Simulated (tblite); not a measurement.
# C5H10OSeSi: the cost of one run

The runs use tblite 0.8.0 and PySCF 2.14.0, with density-fitted response routines of our own; the level of theory stands in each step. All values are computed, except where a source is named. Atoms count from 0, in the outputs and in this text.

## Step 1: The starting structure

18 atoms, charge 0, multiplicity 1; geometry from: force field or distance geometry start.

Bonds of the start (Å): C0–C1 1.33, C1–C2 1.50, C2–C3 1.50, C3–C4 1.32, C4–O5 1.38, O5–Si6 1.74, Si6–Se7 2.27, C0–H8 1.10, C0–H9 1.11, C1–H10 1.09, C2–H11 1.11, C2–H12 1.11, C3–H13 1.07, C4–H14 1.07, Si6–H15 1.49, Si6–H16 1.46, Se7–H17 1.52.

## Step 2: Optimising the geometry with GFN2-xTB

What the job is given:

```
{"job": {"kind": "relax", "xc": "GFN2-xTB", "basis": "xTB"}, "charge": 0, "multiplicity": 1}
C     -3.503400     1.220700    -0.918300
C     -2.682800     0.584000    -0.092400
C     -1.691100    -0.343600    -0.725700
C     -0.329600     0.165700    -0.375500
C      0.543400    -0.558700     0.296600
O      1.780500    -0.005500     0.572600
Si     3.178800    -0.875900     0.022800
Se     4.486600     0.320000    -1.399100
H     -3.448000     1.058600    -2.004000
H     -4.272000     1.920700    -0.537700
H     -2.713700     0.714800     0.985100
H     -1.842200    -1.392600    -0.388000
H     -1.797200    -0.251800    -1.829700
H     -0.093900     1.162600    -0.688300
H      0.325500    -1.557700     0.617900
H      3.902400    -1.319000     1.244100
H      2.697400    -2.076800    -0.662400
H      5.450600     1.240900    -0.659200
```

Command:

```sh
OMP_NUM_THREADS=1 python probes_run.py task.json out
```

One launch serves the whole session: the jobs run in the order shown.

**Question.** How long does this first job take on 1 thread of Intel Xeon 6975P-C, shared host, and how much memory does it need?

About 1.4 s, with a peak of 0.18 GiB.
